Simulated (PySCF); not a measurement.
# C3H10B− (SMILES C[BH2-]CC) at 6 levels

Aim: a comparison of 6 runs (HF/3-21G, HF/def2-SVP, TPSSh/3-21G, r2SCAN/6-31G*, TPSS/6-31G**, MP2/def2-SVPD) of C3H10B−. Input form: a Python script.

The calculation is run with PySCF 2.14.0.

### Step 1. The structure to begin with

C3H10B−: 14 atoms, total charge -1, spin state singlet. SMILES: `C[BH2-]CC`. Geometry: relaxed at GFN2-xTB. This is one conformer, not always the lowest.

Bond lengths: C1–B2 1.651 Å, B2–C3 1.657 Å, C3–C4 1.526 Å, C1–H5 1.095 Å, C1–H6 1.095 Å, C1–H7 1.095 Å, B2–H8 1.227 Å, B2–H9 1.228 Å, C3–H10 1.099 Å, C3–H11 1.099 Å, C4–H12 1.090 Å, C4–H13 1.090 Å, C4–H14 1.100 Å. Some angles: C1–B2–C3 109.1°, B2–C3–C4 113.6°, C1–B2–H8 109.7°, C1–B2–H9 109.7°, C3–B2–H8 109.7°, C3–B2–H9 109.7°, B2–C1–H5 112.2°, B2–C1–H6 112.2°, B2–C1–H7 112.2°, B2–C3–H10 110.6°.

### Step 2. Energy and forces at HF/3-21G (run 1)

Input file calc.py:

```python
import pyscf.grad
from pyscf import gto, scf

mol = gto.M(
    atom=[
    ('C', (-1.161240, 1.655610, -0.355040)),
    ('B', (-0.535900, 0.403250, 0.519680)),
    ('C', (0.529320, -0.440630, -0.428270)),
    ('C', (1.169420, -1.629670, 0.281770)),
    ('H', (-1.694890, 1.311700, -1.246790)),
    ('H', (-1.873620, 2.251550, 0.225450)),
    ('H', (-0.385320, 2.345520, -0.701870)),
    ('H', (-1.442510, -0.338710, 0.885860)),
    ('H', (0.046170, 0.839830, 1.508420)),
    ('H', (0.028730, -0.815280, -1.331830)),
    ('H', (1.335920, 0.216850, -0.780980)),
    ('H', (0.399030, -2.326700, 0.612570)),
    ('H', (1.709320, -1.291010, 1.166380)),
    ('H', (1.875570, -2.182310, -0.355350)),
],
    charge=-1,
    verbose=4,
    max_memory=1860,
    basis='3-21g',
)

mf = scf.RHF(mol)
mf.conv_tol = 1e-10
mf.kernel()
if not mf.converged:
    mf = mf.newton().run(mf.mo_coeff, mf.mo_occ)

energy = mf.e_tot
print('Final energy', energy)
grad = mf.Gradients().kernel()
mf.analyze()
```

Run with:

```bash
$ OMP_NUM_THREADS=1 python calc.py
```

Log:

```text
PySCF version 2.14.0

[... 81 lines left out ...]
Nuclear Repulsion Energy =             117.742375377799334
[... 7 lines left out ...]
MO #2   energy= -10.9252447618558  occ= 2
[... 5 lines left out ...]
MO #8   energy= -0.437817034159404 occ= 2
[... 5 lines left out ...]
MO #14  energy= -0.281756207995292 occ= 2
[... 5 lines left out ...]
MO #20  energy= 0.503060940050209  occ= 0
[... 5 lines left out ...]
MO #26  energy= 0.603280699413569  occ= 0
[... 5 lines left out ...]
MO #32  energy= 0.975000547923608  occ= 0
[... 5 lines left out ...]
MO #38  energy= 1.26114128838037   occ= 0
[... 5 lines left out ...]
MO #44  energy= 1.53922443750275   occ= 0
[... 5 lines left out ...]
MO #50  energy= 1.63946013001597   occ= 0
[... 5 lines left out ...]
MO #56  energy= 2.64604198225886   occ= 0
[... 38 lines left out ...]
pop of  4 H 1s            0.96313
pop of  4 H 2s            0.00609
pop of  5 H 1s            0.96075
pop of  5 H 2s            0.00591
pop of  6 H 1s            0.96310
pop of  6 H 2s            0.00610
pop of  7 H 1s            1.12566
pop of  7 H 2s            0.00121
pop of  8 H 1s            1.12573
pop of  8 H 2s            0.00121
pop of  9 H 1s            0.96466
pop of  9 H 2s            0.00639
pop of  10 H 1s           0.96461
pop of  10 H 2s           0.00639
pop of  11 H 1s           0.92877
pop of  11 H 2s           0.00769
pop of  12 H 1s           0.92873
pop of  12 H 2s           0.00769
pop of  13 H 1s           0.96176
pop of  13 H 2s           0.00629
 ** Mulliken atomic charges  **
charge of    0C =     -0.35316
charge of    1B =     -0.22209
charge of    2C =     -0.23965
charge of    3C =     -0.24323
charge of    4H =      0.03078
charge of    5H =      0.03333
charge of    6H =      0.03080
charge of    7H =     -0.12686
charge of    8H =     -0.12694
charge of    9H =      0.02895
charge of   10H =      0.02899
charge of   11H =      0.06354
charge of   12H =      0.06357
charge of   13H =      0.03195

WARN: System has nonzero charge -1; the dipole moment is origin-dependent.
Location of origin: [0. 0. 0.]

Dipole moment(X, Y, Z, Debye):  1.97324, -1.53569, -1.81967
```

Run time: 4.8 s. Hardware: 1 thread of Intel Xeon at 2.50GHz (Skylake/Cascade Lake), shared host; peak memory 0.13 GiB.

### Step 3. Energy and gradient at HF/def2-SVP (run 2)

Input file calc.py:

```python
from pyscf import gto

system = gto.M(
    atom='''
C   -1.161240   1.655610  -0.355040
B   -0.535900   0.403250   0.519680
C    0.529320  -0.440630  -0.428270
C    1.169420  -1.629670   0.281770
H   -1.694890   1.311700  -1.246790
H   -1.873620   2.251550   0.225450
H   -0.385320   2.345520  -0.701870
H   -1.442510  -0.338710   0.885860
H    0.046170   0.839830   1.508420
H    0.028730  -0.815280  -1.331830
H    1.335920   0.216850  -0.780980
H    0.399030  -2.326700   0.612570
H    1.709320  -1.291010   1.166380
H    1.875570  -2.182310  -0.355350
''',
    verbose=3,
    charge=-1,
    max_memory=1860,
    spin=0,
    basis='def2-svp',
)

mf = system.RHF()
mf.conv_tol = 1e-10
mf.kernel()
if not mf.converged:
    mf = mf.newton().run(mf.mo_coeff, mf.mo_occ)

e_tot = mf.e_tot
print('Final energy', e_tot)
grad = mf.nuc_grad_method().kernel()
mf.analyze()
```

Run with:

```bash
$ OMP_NUM_THREADS=1 python calc.py
```

Log:

```text
converged SCF energy = -143.990730779706
[... 15 lines left out ...]
MO #6   energy= -0.711486062185185 occ= 2
[... 7 lines left out ...]
MO #14  energy= -0.290871648178713 occ= 2
[... 7 lines left out ...]
MO #22  energy= 0.417447961130372  occ= 0
[... 7 lines left out ...]
MO #30  energy= 0.629950511803622  occ= 0
[... 7 lines left out ...]
MO #38  energy= 0.924135748039566  occ= 0
[... 7 lines left out ...]
MO #46  energy= 1.11405652310292   occ= 0
[... 7 lines left out ...]
MO #54  energy= 1.28418625798524   occ= 0
[... 7 lines left out ...]
MO #62  energy= 1.78832677706784   occ= 0
[... 7 lines left out ...]
MO #70  energy= 2.20969790763923   occ= 0
[... 7 lines left out ...]
MO #78  energy= 2.3383514287595    occ= 0
[... 7 lines left out ...]
MO #86  energy= 2.63695456487602   occ= 0
MO #87  energy= 2.72796431483132   occ= 0
MO #88  energy= 2.7659642121562    occ= 0
MO #89  energy= 2.83015123939806   occ= 0
MO #90  energy= 2.8866650766376    occ= 0
MO #91  energy= 2.91305362811189   occ= 0
MO #92  energy= 2.99385333796841   occ= 0
MO #93  energy= 2.99836171218409   occ= 0
MO #94  energy= 3.0176236550614    occ= 0
MO #95  energy= 3.09030207401209   occ= 0
MO #96  energy= 3.12128753075129   occ= 0
MO #97  energy= 3.12932473676725   occ= 0
MO #98  energy= 3.16682278485305   occ= 0
MO #99  energy= 3.27238804482681   occ= 0
MO #100 energy= 3.29739771338905   occ= 0
MO #101 energy= 3.44464387181551   occ= 0
MO #102 energy= 3.49375533656298   occ= 0
MO #103 energy= 3.53189244198448   occ= 0
MO #104 energy= 3.54635380606109   occ= 0
MO #105 energy= 3.56550778738825   occ= 0
MO #106 energy= 3.62973504693647   occ= 0
 ** Mulliken atomic charges  **
charge of    0C =     -0.33160
charge of    1B =     -0.21165
charge of    2C =     -0.21301
charge of    3C =     -0.21322
charge of    4H =      0.02468
charge of    5H =      0.02792
charge of    6H =      0.02470
charge of    7H =     -0.13901
charge of    8H =     -0.13910
charge of    9H =      0.01859
charge of   10H =      0.01865
charge of   11H =      0.05460
charge of   12H =      0.05464
charge of   13H =      0.02380

WARN: System has nonzero charge -1; the dipole moment is origin-dependent.
Location of origin: [0. 0. 0.]

Dipole moment(X, Y, Z, Debye):  1.99300, -1.53468, -1.86909
```

Wall time 28 s (1 thread of Intel Xeon at 2.50GHz (Skylake/Cascade Lake), shared host); peak memory 0.24 GiB.

Runs 3 to 5 aren't shown in full; the table further down has their settings and results.

### Step 4. Energy and gradient at MP2/def2-SVPD (run 6)

Input file run.py:

```python
import pyscf.grad
from pyscf import gto, mp

system = gto.M(
    atom='''
C     -2.194426     3.128649    -0.670928
B     -1.012704     0.762032     0.982053
C      1.000270    -0.832670    -0.809313
C      2.209884    -3.079630     0.532468
H     -3.202878     2.478754    -2.356092
H     -3.540629     4.254813     0.426039
H     -0.728149     4.432390    -1.326342
H     -2.725949    -0.640069     1.674033
H      0.087249     1.587049     2.850501
H      0.054292    -1.540656    -2.516794
H      2.524523     0.409787    -1.475838
H      0.754057    -4.396826     1.157590
H      3.230147    -2.439655     2.204139
H      3.544314    -4.123968    -0.671514
''',
    unit='bohr',
    verbose=4,
    charge=-1,
    max_memory=1860,
    basis='def2-svpd',
)

myscf = system.RHF()
myscf.conv_tol = 1e-10
myscf.kernel()
if not myscf.converged:
    myscf = myscf.newton().run(myscf.mo_coeff, myscf.mo_occ)

pt = mp.MP2(myscf, frozen=4).run()
e_tot = pt.e_tot
print('E = %.10f Eh' % e_tot)
grad = pt.Gradients().kernel()
myscf.analyze()
```

Run with:

```bash
$ OMP_NUM_THREADS=1 python run.py
```

Log:

```text
PySCF version 2.14.0

[... 87 lines left out ...]
Total Energy =                        -143.997457943989957
[... 16 lines left out ...]
MO #10  energy= -0.37549998938383  occ= 2
[... 14 lines left out ...]
MO #25  energy= 0.347061676240898  occ= 0
[... 14 lines left out ...]
MO #40  energy= 0.531377404598843  occ= 0
[... 14 lines left out ...]
MO #55  energy= 0.681740690292107  occ= 0
[... 14 lines left out ...]
MO #70  energy= 0.794077716697006  occ= 0
[... 14 lines left out ...]
MO #85  energy= 1.0617484930391    occ= 0
[... 14 lines left out ...]
MO #100 energy= 1.49451898474994   occ= 0
[... 14 lines left out ...]
MO #115 energy= 2.11366644682573   occ= 0
[... 14 lines left out ...]
MO #130 energy= 2.48881928928614   occ= 0
[... 14 lines left out ...]
MO #145 energy= 3.03430587260583   occ= 0
[... 14 lines left out ...]
MO #160 energy= 3.76512915015822   occ= 0
[... 142 lines left out ...]
pop of  11 H 2pz          0.00028
pop of  11 H 3px          0.00041
pop of  11 H 3py          0.00040
pop of  11 H 3pz          0.00038
pop of  12 H 1s           0.93534
pop of  12 H 2s           0.00500
pop of  12 H 2px          0.00031
pop of  12 H 2py          0.00043
pop of  12 H 2pz          0.00102
pop of  12 H 3px          0.00037
pop of  12 H 3py          0.00043
pop of  12 H 3pz          0.00039
pop of  13 H 1s           0.96528
pop of  13 H 2s           0.00442
pop of  13 H 2px          0.00053
pop of  13 H 2py          0.00045
pop of  13 H 2pz          0.00058
pop of  13 H 3px          0.00045
pop of  13 H 3py          0.00053
pop of  13 H 3pz          0.00031
 ** Mulliken atomic charges  **
charge of    0C =     -0.34434
charge of    1B =     -0.21349
charge of    2C =     -0.21982
charge of    3C =     -0.21789
charge of    4H =      0.02900
charge of    5H =      0.03252
charge of    6H =      0.02902
charge of    7H =     -0.13992
charge of    8H =     -0.14000
charge of    9H =      0.02202
charge of   10H =      0.02208
charge of   11H =      0.05667
charge of   12H =      0.05670
charge of   13H =      0.02746

WARN: System has nonzero charge -1; the dipole moment is origin-dependent.
Location of origin: [0. 0. 0.]

Dipole moment(X, Y, Z, Debye):  1.99992, -1.54664, -1.86297
```

Wall time 3.8 min (1 thread of Intel Xeon at 2.50GHz (Skylake/Cascade Lake), shared host); peak memory 1.9 GiB.

### Step 5. All runs side by side

```
run                                level  integration grid  frozen core orbitals  energy (Eh)  HOMO energy (eV)  LUMO energy (eV)  HOMO–LUMO gap (eV)  wall time
  1                             HF/3-21G                 –                     –  -143.290343             -4.61             12.26               16.87      4.8 s
  2                          HF/def2-SVP                 –                     –  -143.990731             -4.94              9.37               14.31       28 s
  3                          TPSSh/3-21G                 5                     –  -144.430893             -0.66              8.27                8.94       55 s
  4  r2SCAN/6-31G* (spherical functions)                 5                     –  -145.083425             -0.32              7.43                7.75       93 s
  5   TPSS/6-31G** (spherical functions)                 5                     –  -145.238008             -0.18              7.24                7.42    2.1 min
  6                        MP2/def2-SVPD                 –                     4  -144.591362             -5.09              6.17               11.27    3.8 min
```

### Step 6. Summary of results

```
                                                    quantity          value
                                         run 6: total energy  -144.59136 Eh
                  run 6: HOMO energy (Hartree–Fock orbitals)       -5.09 eV
                  run 6: LUMO energy (Hartree–Fock orbitals)        6.17 eV
run 6: HOMO–LUMO gap (to an unbound level, set by the basis)       11.27 eV
          run 6: correlation energy (4 core orbitals frozen)     -593.9 mEh
                             run 6: largest force on an atom     0.847 eV/Å
```

What this shows: Over runs 1, 2, 3, 4, 5 the HOMO–LUMO gap runs from 7.42 eV (TPSS/6-31G**) to 16.87 eV (HF/3-21G). The two ends differ in method and basis. The empty levels of an anion lie above zero and hang on the basis. Totals of different functionals can't be ranked against each other. All runs together took 9 min, the longest 3.8 min.
